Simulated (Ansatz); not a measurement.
# H4N2Si2: the cost of one run

Method: DFT wB97X-V, Gaussian basis cc-pV(T+d)Z, and further levels as typed in the inputs, in Ansatz 0.2.0.

## 1. The system as given

Bond lengths: Si1–N2 1.663 Å, N2–N3 1.373 Å, N3–Si4 1.658 Å, Si1–H5 1.421 Å, Si1–H6 1.469 Å, Si4–H7 1.450 Å, Si4–H8 1.445 Å. Angles: Si1–N2–N3 142.3°, N2–Si1–H5 122.6°, N2–Si1–H6 120.5°, H5–Si1–H6 112.9°, N2–N3–Si4 142.1°, N3–Si4–H7 121.5°, N3–Si4–H8 123.7°, H7–Si4–H8 111.2°.

As a file:

```xyz
8

Si    0.0162   -0.0061   -0.0053
N    -0.0107    0.3087    1.6270
N     0.0174   -0.3076    2.8532
Si   -0.0025    0.0146    4.4794
H     1.1968   -0.4038   -0.6887
H    -1.2110   -0.4017   -0.7088
H     1.2004    0.4058    5.1890
H    -1.1886    0.4090    5.2050
```

## 2. Relaxing the atoms: H4N2Si2

input.yaml

```yaml
relax:
  f_tol: 0.001
  max_steps: 200
crystal:
  periodic: [false, false, false]
  atoms:
    - { symbol: Si, position_ang: [0.016243, -0.006118, -0.005282] }
    - { symbol: "N", position_ang: [-0.01073, 0.308654, 1.626985] }
    - { symbol: "N", position_ang: [0.017448, -0.307612, 2.85319] }
    - { symbol: Si, position_ang: [-0.002494, 0.014621, 4.479399] }
    - { symbol: H, position_ang: [1.196776, -0.403841, -0.688662] }
    - { symbol: H, position_ang: [-1.210999, -0.401724, -0.708779] }
    - { symbol: H, position_ang: [1.200422, 0.405828, 5.188994] }
    - { symbol: H, position_ang: [-1.188553, 0.409016, 5.205025] }
basis:
  gaussian: { orbitals: "cc-pV(T+d)Z.json" }
hamiltonian:
  xc: { name: wB97X-V }
```

The run is started by

```console
$ ansatz run input.yaml --threads 4 --pin off --max-ram 8192MiB --backend cpu --events-out ev --progress --plain --runs-dir out
```

**Question.** How long does this run take on 4 threads of Arm Neoverse V2, shared host, and how much memory does it need?

About 2.4 min, with a peak of 0.7 GiB.
